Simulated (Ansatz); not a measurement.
**CH4AlBrO: how energies converge with the basis set**

An exercise on one series of results from a longer session: the logs are not shown, and one member is left open.

Method: one geometry, several basis sets; program: Ansatz 0.2.0, Gaussian basis.

Levels to be run: PBE0-D4/def2-SVP; ωB97M-V/def2-SVP; PBE0-D4/def2-QZVPP; ωB97M-V/def2-QZVPP; the functionals' def2-TZVPP values are taken from earlier runs.

### Structure used throughout

The geometry comes from an earlier relaxation with PBE0-D4 in a triple-zeta def2 set; it is a stationary point, not always the lowest conformer.

SMILES `[CH3][Al]([OH])[Br]`, 8 atoms, charge 0, spin multiplicity 1.

Atoms are counted from 1 here; the program's logs count them from 0.

Bond lengths: C1–Al2 1.930 Å, C1–H5 1.093 Å, C1–H6 1.092 Å, C1–H7 1.093 Å, Al2–O3 1.689 Å, Al2–Br4 2.266 Å, O3–H8 0.956 Å. Angles: Al2–C1–H5 110.8°, Al2–C1–H6 111.3°, Al2–C1–H7 110.8°, H5–C1–H6 108.5°, H5–C1–H7 106.9°, H6–C1–H7 108.5°, C1–Al2–O3 120.9°, C1–Al2–Br4 121.3°, O3–Al2–Br4 117.8°, Al2–O3–H8 123.2°.

Geometry (Å):

```
C     0.04277    1.29772   -0.08442
Al   -0.08769   -0.62721   -0.12849
O     0.53075   -1.56724    1.13112
Br   -1.07153   -1.70199   -1.86394
H    -0.94964    1.75461   -0.12884
H     0.54167    1.64092    0.82409
H     0.60192    1.66819   -0.94799
H     0.48406   -2.52210    1.14278
```

Set-up of the first run:

Input file in.yaml:

```yaml
crystal:
  periodic: [false, false, false]
  atoms:
    - {symbol: C, position_ang: [0.042769, 1.297718, -0.084415]}
    - {symbol: Al, position_ang: [-0.087690, -0.627205, -0.128493]}
    - {symbol: O, position_ang: [0.530748, -1.567245, 1.131115]}
    - {symbol: Br, position_ang: [-1.071527, -1.701991, -1.863941]}
    - {symbol: H, position_ang: [-0.949644, 1.754608, -0.128842]}
    - {symbol: H, position_ang: [0.541668, 1.640920, 0.824089]}
    - {symbol: H, position_ang: [0.601921, 1.668194, -0.947992]}
    - {symbol: H, position_ang: [0.484057, -2.522100, 1.142780]}
basis:
  gaussian: {orbitals: def2-SVP}
hamiltonian: {xc: pbe0, dispersion: d4}
output: {orbitals: {seedname: orbitals}}
```

Among the steps run: PBE0-D4 in def2-SVP; ωB97M-V in def2-SVP; PBE0-D4 in def2-QZVPP; ωB97M-V in def2-QZVPP.

One of the session's tables, all rows but one given; the rest of the session is left out.

It belongs to the step «Functionals by basis». 

| functional | basis | HOMO (eV) |
| --- | --- | --- |
| PBE0-D4 | def2-SVP | -8.20 |
| PBE0-D4 | def2-TZVPP | -8.33 |
| PBE0-D4 | def2-QZVPP | ? |
| ωB97M-V | def2-SVP | -10.40 |
| ωB97M-V | def2-TZVPP | -10.55 |
| ωB97M-V | def2-QZVPP | -10.58 |

Q: Estimate the row for PBE0-D4, def2-QZVPP from the others.

The run gave: HOMO (eV): -8.36. In the column «HOMO (eV)» it lies between ωB97M-V, def2-SVP (-10.40) and PBE0-D4, def2-TZVPP (-8.33).
